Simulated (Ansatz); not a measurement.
# GaH₂− (triplet): from Hartree-Fock to the top rungs, aug-cc-pVDZ

One table from this session's results is given with a row withheld; the runs are named, their logs left out.

Program: Ansatz 0.2.0, Gaussian basis. Level of theory: aug-cc-pVDZ, core rule «outside noble gas», up to 14 orbitals frozen. These are calculated values, not measurements.

Plan: UHF; CCSD(T) on ROHF; CCSD(T) on UHF; BCCD(T) on ROHF; CISD as a restricted active space (open shells left free, so some higher excitations enter); CCSDT(Q) on ROHF; CCSDT(Q) on UHF; CASSCF and MRCISD+Q, 6 electrons in 6 orbitals; CASSCF and NEVPT2, 6 electrons in 6 orbitals.

26 further runs of the same task are left out: 10 that didn't finish, 16 set aside as unsound or not needed. Runs told in other sessions of the task aren't counted.

### The system

The geometry is a PBE0/def2-TZVPD stationary point (not a proven minimum). No spin-orbit coupling is included. The filled d shell of Ga may be among the frozen orbitals whatever the setting's name suggests.

3 atoms, charge -1, spin multiplicity 3.

Atoms are counted from 1 here; the program's logs count them from 0.

Bond lengths: Ga1–H2 1.611 Å, Ga1–H3 1.611 Å. Angles: H2–Ga1–H3 120.6°.

Set-up of the first run:

in.yaml reads:

```yaml
crystal:
  periodic: [false, false, false]
  atoms:
    - {symbol: Ga, position_ang: [0.000000, -0.022429, 0.000000]}
    - {symbol: H, position_ang: [0.000000, 0.775750, -1.399012]}
    - {symbol: H, position_ang: [0.000000, 0.775750, 1.399012]}
basis:
  gaussian: {orbitals: aug-cc-pVDZ}
total_charge: -1
magnetization: {spin_polarized: true, initial_magnetization: 2}
hamiltonian: {xc: hf}
output: {orbitals: {seedname: orbitals}}
```

Run with:

```sh
$ ansatz run in.yaml --threads 1 --pin off --events-out ev --progress --plain --max-ram 2393MiB
```

Among the steps run: UHF; CCSD(T) on ROHF; CCSD(T) on UHF; BCCD(T) on ROHF; CISD as a restricted active space (open shells left free, so some higher excitations enter); CCSDT(Q) on ROHF; CCSDT(Q) on UHF; CASSCF and MRCISD+Q, 6 electrons in 6 orbitals; CASSCF and NEVPT2, 6 electrons in 6 orbitals.

One table of the session follows, with a row left open; its other results are not shown here.

```
          method  from UCCSDT(Q) (kJ/mol)
            ROHF                   +247.5
             UHF                   +244.1
            RMP2                    +64.4
            UMP2                    +63.4
            CISD                    +15.5
           RCCSD                     +8.4
           UCCSD                     +7.6
        RCCSD(T)                     +2.7
        UCCSD(T)                     +2.0
         BCCD(T)                     +2.7
          RCCSDT                     +0.9
          UCCSDT                     +0.1
       RCCSDT(Q)                     +0.8
       UCCSDT(Q)                        0
  CASSCF valence                   +170.4
  NEVPT2 valence                    +60.1
  MRCISD valence                     +8.9
MRCISD+Q valence                        ?
```

Estimate the missing values for MRCISD+Q valence.

As computed: from UCCSDT(Q) (kJ/mol): +0.3. In the column «from UCCSDT(Q) (kJ/mol)» it lies between UCCSDT (+0.1) and RCCSDT(Q) (+0.8).

Caveats from the session: Restricted and unrestricted rows rest on different reference determinants; a gap between their highest levels can come from leftover correlation error, from unlike frozen cores or from another state.
